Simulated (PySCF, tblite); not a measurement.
**C₄H₁₂Si₂: geometry, infrared bands and NMR shifts**

Aim: predict the infrared bands and NMR shifts of C₄H₁₂Si₂ (`[SiH3]C[C@@H]1CC[SiH2]1`).

The runs use tblite 0.8.0 and PySCF 2.14.0, with density-fitted response routines of our own; the level of theory stands in each step. All values are computed, except where a source is named. Atoms count from 0, in the outputs and in this text.

### 1 The molecule as given

18 atoms, charge 0, multiplicity 1; geometry from: force field or distance geometry start.

Bonds of the start (Å): Si0–C1 1.88, C1–C2 1.49, C2–C3 1.52, C3–C4 1.51, C4–Si5 1.86, Si5–C2 1.86, Si0–H6 1.45, Si0–H7 1.48, Si0–H8 1.47, C1–H9 1.14, C1–H10 1.08, C2–H11 1.11, C3–H12 1.11, C3–H13 1.11, C4–H14 1.11, C4–H15 1.13, Si5–H16 1.47, Si5–H17 1.44.

### 2 Geometry optimisation with GFN2-xTB

What the job is given:

```
{"job": {"kind": "relax", "xc": "GFN2-xTB", "basis": "xTB"}, "charge": 0, "multiplicity": 1}
Si     2.529000    -0.251200    -0.517000
C      0.849700    -1.100100    -0.597600
C     -0.129400    -0.138400    -0.022800
C     -1.581300    -0.584200     0.019200
C     -1.959100     0.872400     0.149100
Si    -0.698700     1.211300    -1.173600
H      3.581200    -1.232900    -0.670900
H      2.664300     0.439200     0.783500
H      2.618400     0.795800    -1.544600
H      0.941900    -1.975500     0.127700
H      0.604200    -1.498600    -1.574400
H      0.165100     0.199900     0.988300
H     -1.978400    -1.068600    -0.892300
H     -1.845900    -1.211300     0.901300
H     -3.015800     1.053000    -0.149000
H     -1.690200     1.223400     1.188000
H      0.023200     2.483500    -1.056400
H     -1.086900     0.788700    -2.499500
```

On the command line:

```bash
> OMP_NUM_THREADS=1 python probes_run.py task.json out
```

One launch serves the whole session: the jobs run in the order shown.

**Question.** This job is followed by: GFN2-xTB harmonic vibrations, gas phase; GIAO PBE0/pcSseg-1 NMR shielding, non-relativistic, gas phase. What will the session give for the following? strongest single infrared mode (GFN2-xTB); zero-point energy (GFN2-xTB); ¹³C shifts against TMS (PBE0/pcSseg-1); ¹H shifts against TMS (PBE0/pcSseg-1, means over atoms taken as alike); ²⁹Si shifts against TMS (PBE0/pcSseg-1).

The runs gave:

| quantity | value |
| --- | --- |
| strongest single infrared mode (GFN2-xTB) | 2254 cm⁻¹, 611 km/mol |
| zero-point energy (GFN2-xTB) | 87.4 kcal/mol |
| ¹³C shifts against TMS (PBE0/pcSseg-1) | 35.6, 27.5, 18.0, 5.3 ppm |
| ¹H shifts against TMS (PBE0/pcSseg-1, means over atoms taken as alike) | 4.85, 4.55, 3.69, 2.77, 1.96, 1.93, 1.42, 1.25, 1.16, 0.92 ppm |
| ²⁹Si shifts against TMS (PBE0/pcSseg-1) | -27.6, -75.6 ppm |

In words: The optimisation took 90 steps and gained 1.038 eV; among the close pairs (by a distance rule), C2–Si5 changed most, from 1.863 to 1.917 Å. No mode is imaginary among the 48: a minimum at this level. GFN2-xTB is a fitted tight-binding method: band positions and strengths are rough. Its intensities can rank the bands wrongly. At PBE0/pcSseg-1: Shielding is most anisotropic at Si5 (span 88 ppm, paramagnetic term -504 ppm).
